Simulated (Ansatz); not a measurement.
Consider a comparison of magnetic orders of MnZn3, space group Pm-3m (Ansatz 0.2.0, Python API).

`orders_mnzn3.py`
```python
"""Magnetic orders of MnZn3 compared."""

from dataclasses import dataclass
import warnings

import ansatz as az
import numpy as np
from tabulate import tabulate


@dataclass(frozen=True)
class RunConfig:
    max_scf: int = 60
    occupations: str = "fermi_dirac"
    smearing_width: float = 0.05
    kspacing: float = 0.23
    cutoff: int = 630


settings = RunConfig()


def count_gap(report):
    # lowest empty less highest filled band, counting bands; zero where they overlap
    return max(report.get("gap_by_band_count_ev") or 0.0, 0.0)

CELL = [
    [3.86, 0.0, 0.0],
    [0.0, 7.72, 0.0],
    [0.0, 0.0, 3.86],
]
ATOMS = [
    ("Mn", [0.0, 0.0, 0.0]),
    ("Zn", [0.0, 0.25, 0.5]),
    ("Zn", [0.5, 0.0, 0.5]),
    ("Zn", [0.5, 0.25, 0.0]),
    ("Mn", [0.0, 0.5, 0.0]),
    ("Zn", [0.0, 0.75, 0.5]),
    ("Zn", [0.5, 0.5, 0.5]),
    ("Zn", [0.5, 0.75, 0.0]),
]


def with_moments(moments):
    crystal = az.Crystal(lattice=az.Lattice.of(CELL))
    for (symbol, position), moment in zip(ATOMS, moments):
        crystal = crystal.atom(symbol, position, moment=moment or None)
    return crystal

warnings.simplefilter("ignore", az.DeckWarning)

# starting moments in muB, one an atom
orders = {
    "FM": [3.2, 0, 0, 0, 3.2, 0, 0, 0],
    "AFM": [3.2, 0, 0, 0, -3.2, 0, 0, 0],
}

rows = []
for label, moments in orders.items():
    model = (
        with_moments(moments).calculation()
        .scf(max_iterations=settings.max_scf)
        .occupations(settings.occupations, width=settings.smearing_width)
        .kpoints(spacing=settings.kspacing)
        .eigensolver("auto", full_accuracy=True)
        .functional(az.Functional.PBESOL)
        .basis(settings.cutoff, xc_grid=1)
        .spin("collinear")
        .band_table()
    )
    data = model.run(threads=1, pin="off").report
    rows.append((label, data["free_energy_ev"], data["magnetization_mub"], data["absolute_magnetization_mub"], max(abs(m) for m in data["site_moments_mub"]), count_gap(data)))
    print(label, "site moments:", [round(m, 2) for m in data["site_moments_mub"]])

# the same cell with no spin polarisation
plain = (
    with_moments([0] * len(ATOMS)).calculation()
    .scf(max_iterations=settings.max_scf)
    .occupations(settings.occupations, width=settings.smearing_width)
    .kpoints(spacing=settings.kspacing)
    .eigensolver("auto", full_accuracy=True)
    .functional(az.Functional.PBESOL)
    .basis(settings.cutoff, xc_grid=1)
    .band_table()
)
data = plain.run(threads=1, pin="off").report
rows.append(("NM", data["free_energy_ev"], 0.0, 0.0, 0.0, count_gap(data)))

lowest = min(row[1] for row in rows)
rows = [(row[0], 1000 * (row[1] - lowest) / 2, *row[2:]) for row in sorted(rows, key=lambda row: row[1])]
print(tabulate(rows, headers=["order", "meV/magnetic atom", "net muB", "absolute muB", "largest site muB", "gap by band count eV"], floatfmt=".4f", tablefmt="github"))
print("lowest of these starts:", rows[0][0])
```

Which magnetic state ends lowest, and by how much?

In order of energy: antiferro- or ferrimagnetic (+0.0 meV an atom, largest site moment 2.96 μB), ferromagnetic (+2.1 meV an atom, largest site moment 3.07 μB) and non-magnetic (+158.4 meV an atom, largest site moment 0.00 μB). These are the states reached from the starts typed.

The run itself:

```console
$ python orders_mnzn3.py
FM site moments: [3.07, -0.07, -0.07, -0.07, 3.07, -0.07, -0.07, -0.07]
AFM site moments: [2.96, -0.0, -0.06, -0.0, -2.96, 0.0, 0.06, 0.0]
| order   |   meV/magnetic atom |   net muB |   absolute muB |   largest site muB |   gap by band count eV |
|---------|---------------------|-----------|----------------|--------------------|------------------------|
| AFM     |              0.0000 |    0.0000 |         6.7980 |             2.9591 |                 0.0000 |
| FM      |              8.2470 |    5.6488 |         7.1131 |             3.0691 |                 0.0000 |
| NM      |            633.4607 |    0.0000 |         0.0000 |             0.0000 |                 0.0000 |
lowest of these starts: AFM
```

Caveats:
- These settings explore the input space; cutoff and mesh may be short of convergence.
- The magnetic order follows from the starting moments and needn't be the lowest.
- For a metal this k-point mesh is coarse: on a finer one energies can move by several to tens of meV an atom and pressures by half a GPa or more, differences at one mesh by less.
- A gap by band count of zero or less means overlapping bands, a metal.
- The structure is a deposited one; some such entries were measured under pressure or heat, so a shift against it needn't be the functional's error alone.
- Levels are Kohn-Sham eigenvalues on this mesh.
- Each row is the state reached from that start at the given structure, not necessarily the lowest of its order; other orders weren't tried.
- Wall time of the script: 6.6 min on 1 thread of Arm Neoverse V2, on a shared host, peak memory 1.1 GiB.
